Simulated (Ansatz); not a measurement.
# ClH5O3Sn: the cost of one run

Program: Ansatz 0.2.0. Level of theory: RKS PBE/def2-SVP. These are calculated values, not measurements.

### 1 The system as given

Bond lengths: Sn1–O2 2.310 Å, O2–H3 1.010 Å, Sn1–O4 1.960 Å, O4–H5 1.010 Å, Sn1–H6 1.739 Å, Sn1–O7 1.959 Å, O7–H8 1.010 Å, Sn1–Cl9 2.710 Å. Angles: Sn1–O2–H3 109.5°, O2–Sn1–O4 109.4°, O2–Sn1–H6 109.5°, O2–Sn1–O7 109.5°, O2–Sn1–Cl9 71.6°, O4–Sn1–H6 109.5°, O4–Sn1–O7 109.5°, O4–Sn1–Cl9 67.1°, H6–Sn1–O7 109.5°, H6–Sn1–Cl9 72.9°, O7–Sn1–Cl9 176.5°, Sn1–O4–H5 109.5°, Sn1–O7–H8 109.5°.

Structure file:

```xyz
10

Sn    0.0000    0.0000    0.0000
O     0.0000    0.0000    2.3100
H    -0.9095   -0.2814    2.6471
O     1.8483    0.0000   -0.6527
H     2.1646   -0.9521   -0.7693
H    -0.8195    1.4198   -0.5794
O    -0.9232   -1.5994   -0.6527
H    -1.3778   -2.0650    0.1197
Cl    1.4213    2.1433    0.8545
H     0.7379    1.1128    2.0705
```

### 2 A restrained relaxation towards end A

Springs on the bonds that form and break draw the guess towards this end; the thresholds are loose.

The input, input.yaml:

```yaml
crystal:
  periodic: [false, false, false]
  atoms:
    - { symbol: Sn, position_ang: [0.0, 0.0, 0.0] }
    - { symbol: O, position_ang: [0.0, 0.0, 2.31] }
    - { symbol: H, position_ang: [-0.9095, -0.2814, 2.6471] }
    - { symbol: O, position_ang: [1.8483, 0.0, -0.6527] }
    - { symbol: H, position_ang: [2.1646, -0.9521, -0.7693] }
    - { symbol: H, position_ang: [-0.8195, 1.4198, -0.5794] }
    - { symbol: O, position_ang: [-0.9232, -1.5994, -0.6527] }
    - { symbol: H, position_ang: [-1.3778, -2.065, 0.1197] }
    - { symbol: Cl, position_ang: [1.4213, 2.1433, 0.8545] }
    - { symbol: H, position_ang: [0.7379, 1.1128, 2.0705] }
basis:
  gaussian: { orbitals: def2-SVP }
hamiltonian:
  xc: pbe
relax:
  f_tol: 0.15
  max_steps: 25
  restrain:
    - { distance: [0, 8], at: 3.61, k: 30.0 }
    - { distance: [9, 1], at: 2.21, k: 30.0 }
    - { distance: [0, 1], at: 1.96, k: 30.0 }
    - { distance: [9, 8], at: 1.37, k: 30.0 }
output:
  orbitals: {}
```

Run with:

```sh
$ ansatz run input.yaml --threads 4 --pin off --max-ram 5120MiB --backend cpu --events-out ev --progress --plain --runs-dir out
```

Q: Estimate wall time and peak memory on 4 threads of Arm Neoverse V2, shared host.

About 10 s, with a peak of 0.16 GiB.
